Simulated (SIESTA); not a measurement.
Runs of SIESTA 5.4.2 on HPbNO4. The typed cell holds 7 atoms: a = 3.858 Å, b = 5.535 Å, c = 6.055 Å, α = 106.62°, β = 93.97°, γ = 90.45°. The cell was built by a generator and needn't be a form met in nature.

| task | level | potentials or basis | cell | k mesh | optimiser | force tolerance | gap on the mesh (eV) | pressure (GPa) | relaxed volume (Å³/atom) | largest force (eV/Å) |
| --- | --- | --- | --- | --- | --- | --- | --- | --- | --- | --- |
| relaxation of cell and atoms | PBEsol | PseudoDojo 0.4 standard (PBEsol files), DZP (energy shift 0.003 Ry; two zetas on semicore shells) | relaxed | 5 × 4 × 4 | Broyden | 0.02 eV/Å | 2.65 | 0.0 | 16.14 | 0.02 |
| single point | PBE | PseudoDojo 0.4 standard (PBE files), DZP (energy shift 0.003 Ry; two zetas on semicore shells) | as given | 7 × 5 × 5 | - | - | 3.15 | 2.4 | - | 1.36 |
| relaxation of cell and atoms | RPBE | PseudoDojo 0.4 standard (PBE files), DZP (energy shift 0.003 Ry; two zetas on semicore shells) | relaxed | 5 × 4 × 4 | Broyden | 0.02 eV/Å | (a) | 0.0 | 18.63 | 0.02 |
| band structure | RPBE | PseudoDojo 0.4 standard (PBE files), DZP (energy shift 0.003 Ry; two zetas on semicore shells) | as given | 7 × 5 × 5 | - | - | 3.16 | 3.9 | - | 1.45 |
| band structure | BLYP | PseudoDojo 0.4 standard (PBE files), DZP (energy shift 0.003 Ry; two zetas on semicore shells) | as given | 7 × 5 × 5 | - | - | 3.15 | 5.0 | - | 2.24 |
| band structure | AM05 | PseudoDojo 0.4 standard (PBEsol files), DZP (energy shift 0.003 Ry; two zetas on semicore shells) | as given | 7 × 5 × 5 | - | - | 3.18 | 0.8 | - | 0.86 |
| band structure | LDA | PseudoDojo 0.4 standard (LDA files), DZP (energy shift 0.003 Ry; two zetas on semicore shells) | as given | 7 × 5 × 5 | - | - | 3.11 | -2.0 | - | (b) |

Alike in all rows: no spin polarisation; smearing fermi-dirac 0.05 eV; grid cutoff 800 Ry; energy shift 0.003 Ry.

**Question.** Fill in the values left out.

**Answer.** (a) 3.03; (b) 1.06.

Caveats: spin-orbit coupling is left out, which as a rule narrows the gap of such compounds by several tenths of an eV; the basis of atomic orbitals isn't converged, which shifts pressures, moduli and gaps; the potentials were made for another functional, which shifts forces and pressure (some runs); an odd mesh through Γ misses points on the zone boundary, where band edges often lie (some runs); forces of over 1 eV/Å show positions far from the minimum, so gaps and moduli don't describe the material at rest (some runs).

A k mesh can miss the band edges, and the runs leave out spin-orbit coupling on Pb.

Not every run made on this cell is shown here.
